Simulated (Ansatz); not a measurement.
**CH7NSSi: one species, many methods**

The task here is to estimate one member of a computed series from the others.

Program: Ansatz 0.2.0, Gaussian basis. Level of theory: functionals in def2-TZVPP, the program's frozen cores in correlated methods. These are calculated values, not measurements.

Levels to be run: LDA (SPW92), PBE-D4, revPBE-D4, BLYP-D4, r2SCAN-D4, B97M-V, PBE0-D4, B3LYP-D4, r2SCANh-D4, r2SCAN0-D4, HSE06-D4, BHLYP-D4, CAM-B3LYP-D4, LC-ωPBE, ωB97X-V, ωB97M-V, B2PLYP, PBE-QIDH; CCSD(T)/def2-SVP; CCSD(T)/def2-TZVPP; MP2/def2-QZVPP; extrapolation to the limit; RPA on PBE.

### Structure used throughout

An earlier PBE0-D4 in a triple-zeta def2 set relaxation fixed the geometry.

SMILES `CS[SiH2]N`, 11 atoms, charge 0, spin multiplicity 1.

Atoms are counted from 1 here; the program's logs count them from 0.

Bond lengths: C1–S2 1.815 Å, C1–H5 1.090 Å, C1–H6 1.090 Å, C1–H7 1.089 Å, S2–Si3 2.131 Å, Si3–N4 1.711 Å, Si3–H8 1.484 Å, Si3–H9 1.486 Å, N4–H10 1.006 Å, N4–H11 1.005 Å. Angles: S2–C1–H5 110.9°, S2–C1–H6 111.0°, S2–C1–H7 107.2°, H5–C1–H6 109.9°, H5–C1–H7 108.8°, H6–C1–H7 108.9°, C1–S2–Si3 99.5°, S2–Si3–N4 116.3°, S2–Si3–H8 102.6°, S2–Si3–H9 110.0°, N4–Si3–H8 111.3°, N4–Si3–H9 104.7°, H8–Si3–H9 112.0°, Si3–N4–H10 122.3°, Si3–N4–H11 120.8°, H10–N4–H11 112.1°.

Set-up of the first run:

Input file in.yaml:

```yaml
crystal:
  periodic: [false, false, false]
  atoms:
    - {symbol: C, position_ang: [-0.800625, 1.649638, -0.274704]}
    - {symbol: S, position_ang: [-1.465920, 0.287890, 0.723824]}
    - {symbol: Si, position_ang: [0.271741, -0.940154, 0.846135]}
    - {symbol: N, position_ang: [0.897551, -1.519712, -0.636787]}
    - {symbol: H, position_ang: [-0.420124, 1.282496, -1.227925]}
    - {symbol: H, position_ang: [-0.011285, 2.177645, 0.261147]}
    - {symbol: H, position_ang: [-1.620926, 2.340681, -0.465904]}
    - {symbol: H, position_ang: [-0.180264, -2.055455, 1.713670]}
    - {symbol: H, position_ang: [1.392139, -0.177744, 1.456754]}
    - {symbol: H, position_ang: [0.339149, -2.049495, -1.285037]}
    - {symbol: H, position_ang: [1.663762, -1.052789, -1.090573]}
basis:
  gaussian: {orbitals: def2-TZVPP}
hamiltonian: {xc: lda}
output: {orbitals: {seedname: orbitals}}
```

Launch:

```sh
ansatz run in.yaml --threads 4 --pin off --events-out ev --progress --plain --max-ram 10444MiB
```

Among the steps run: LDA; PBE-D4 (GGA); revPBE-D4 (GGA); BLYP-D4 (GGA); r2SCAN-D4 (meta-GGA); B97M-V (meta-GGA); B3LYP-D4 (hybrid); r2SCANh-D4 (hybrid); r2SCAN0-D4 (hybrid); HSE06-D4 (hybrid); BHLYP-D4 (hybrid); CAM-B3LYP-D4 (range-separated); LC-ωPBE (range-separated); ωB97X-V (range-separated); ωB97M-V (range-separated); B2PLYP (double hybrid); PBE-QIDH (double hybrid).

One table of the session follows, with a row left open; its other results are not shown here.

It belongs to the step «Frontier levels by functional». 

| functional | HOMO (eV) | LUMO (eV) | gap (eV) |
| --- | --- | --- | --- |
| LDA (SPW92) | -5.65 | -0.67 | 4.98 |
| PBE-D4 | -5.54 | -0.49 | 5.05 |
| revPBE-D4 | -5.50 | -0.40 | 5.10 |
| BLYP-D4 | -5.39 | -0.42 | 4.97 |
| r2SCAN-D4 | -5.80 | -0.05 | 5.75 |
| B97M-V | ? | ? | ? |
| PBE0-D4 | -6.75 | 0.36 | 7.11 |
| B3LYP-D4 | -6.52 | 0.09 | 6.61 |
| r2SCANh-D4 | -6.25 | 0.25 | 6.50 |
| r2SCAN0-D4 | -6.92 | 0.67 | 7.59 |
| HSE06-D4 | -6.35 | -0.01 | 6.34 |
| BHLYP-D4 | -7.83 | 1.09 | 8.93 |
| CAM-B3LYP-D4 | -8.07 | 1.24 | 9.31 |
| LC-ωPBE | -9.46 | 2.49 | 11.95 |
| ωB97X-V | -9.11 | 2.29 | 11.40 |
| ωB97M-V | -8.96 | 1.91 | 10.86 |

Q: Estimate the row for B97M-V from the others.

**Answer.** HOMO (eV): -5.93; LUMO (eV): -0.32; gap (eV): 5.61. In the column «HOMO (eV)» it lies between r2SCANh-D4 (-6.25) and r2SCAN-D4 (-5.80).
